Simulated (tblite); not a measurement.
# C3H16ClFGeOS4Si4: the cost of one run

Programs: PySCF 2.14.0 with density-fitted response routines of our own, and tblite 0.8.0. All values are computed, except where a source is named. Atoms count from 0 throughout.

## Step 1: The starting structure

31 atoms, charge 0, multiplicity 1; geometry from: UFF geometry.

Bonds of the start (Å): C0–H15 1.12, C0–H16 1.12, C0–H17 1.10, C0–O1 1.40, C5–H20 1.10, C5–H21 1.11, C5–H22 1.12, C6–H23 1.10, C6–H24 1.11, C6–H25 1.11, Ge11–H27 1.55, Ge11–H28 1.55, Ge11–S12 2.22, O1–Si2 1.73, S10–Ge11 2.22, S12–Si13 2.14, S3–Si4 2.17, S7–Si8 2.15, Si13–Cl14 2.09, Si13–H29 1.48, Si13–H30 1.47, Si2–H18 1.48, Si2–S3 2.16, Si2–S7 2.14 and more.

## Step 2: GFN2-xTB relaxation, conformer 1

What the job is given:

```
{"job": {"xc": "GFN2-xTB", "basis": "xTB", "kind": "relax"}, "charge": 0, "multiplicity": 1}
C      0.335300     2.118400    -1.835800
O      0.328300     0.722600    -1.770900
Si    -0.779200     0.217000    -0.536100
S     -2.745700     0.056100    -1.421600
Si    -3.736100    -0.107200     0.497300
C     -5.420200    -0.877200     0.234400
C     -3.952000     1.598700     1.225500
S     -0.175000    -1.694200     0.220400
Si     1.265700    -0.882700     1.592300
F      0.463000     0.061500     2.747500
S      2.731300     0.318800     0.579800
Ge     3.444700    -1.385800    -0.652800
S      5.275900    -0.784100    -1.751900
Si     6.490100    -0.739500     0.015200
Cl     6.803300    -2.679100     0.717400
H     -0.682700     2.513700    -2.094500
H      0.689100     2.581700    -0.883000
H      1.026500     2.427000    -2.636000
H     -0.821200     1.205300     0.562700
H     -2.959200    -0.949500     1.419700
H     -5.297600    -1.882100    -0.196400
H     -6.013200    -0.241400    -0.450200
H     -5.930000    -0.947300     1.225900
H     -2.967400     2.048000     1.413300
H     -4.502100     1.516600     2.191800
H     -4.538600     2.230400     0.532500
H      1.941600    -1.983400     2.279700
H      3.744200    -2.607000     0.251000
H      2.348900    -1.762400    -1.678300
H      5.829000     0.062500     1.067800
H      7.791200    -0.125900    -0.299400
```

Run with:

```console
> OMP_NUM_THREADS=1 python ens_run.py task.json out
```

The driver reads the study from task.json and runs its stages one after another.

Q: Estimate the wall time of this first job on 1 thread of Arm Neoverse V1, shared host.

About 22 s.
